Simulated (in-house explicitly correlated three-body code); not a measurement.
# Two electrons around a charge of +7 under Yukawa screening of 0.14 per bohr: exact states

Aim: the lowest states of two electrons around a charge of +7 under Yukawa screening of 0.14 per bohr to near-exact accuracy, with their sizes and correlation.

Method: two electrons, non-relativistic, variational in exponentially correlated functions. Code: in-house explicitly correlated three-body code version 1.

### Step 1. What is computed

- charge of the centre: +7
- mass of the centre: infinite
- interactions: Yukawa, exp(−0.14 r)/r, between all pairs
- basis: 260 functions exp(−a r1 − b r2 − g r12) a state, exponent ranges optimised
- units: hartree and bohr; relativity and QED are left out

### Step 2. The run

Settings:

```ini
Z = 7.0
screening = 0.14
interaction_strength = 1.0
functions = 260
states_tried = 13
```

On the command line:

```sh
$ python run_hyl.py task.json out
```

Q: Predict the outcome of this session. Wanted: ground-state energy; binding of the second electron; ⟨r12⟩, ⟨cos θ12⟩; resonance line 1 ¹S–2 ¹P; polarisability of the ground state.

The runs gave:

| quantity | value |
| --- | --- |
| ground-state energy | -42.98887169 hartree |
| binding of the second electron | 529.38 eV |
| ⟨r12⟩, ⟨cos θ12⟩ | 0.3350 bohr, -0.0189 |
| resonance line 1 ¹S–2 ¹P | 429.61 eV, f = 0.6680 |
| polarisability of the ground state | 0.0046655 bohr³ |

In words: The second electron is bound by 529.4 eV, and the mean cosine of -0.019 shows the electrons leaning only slightly to opposite sides. Exchange puts 2 ³S 6.53 eV under 2 ¹S.
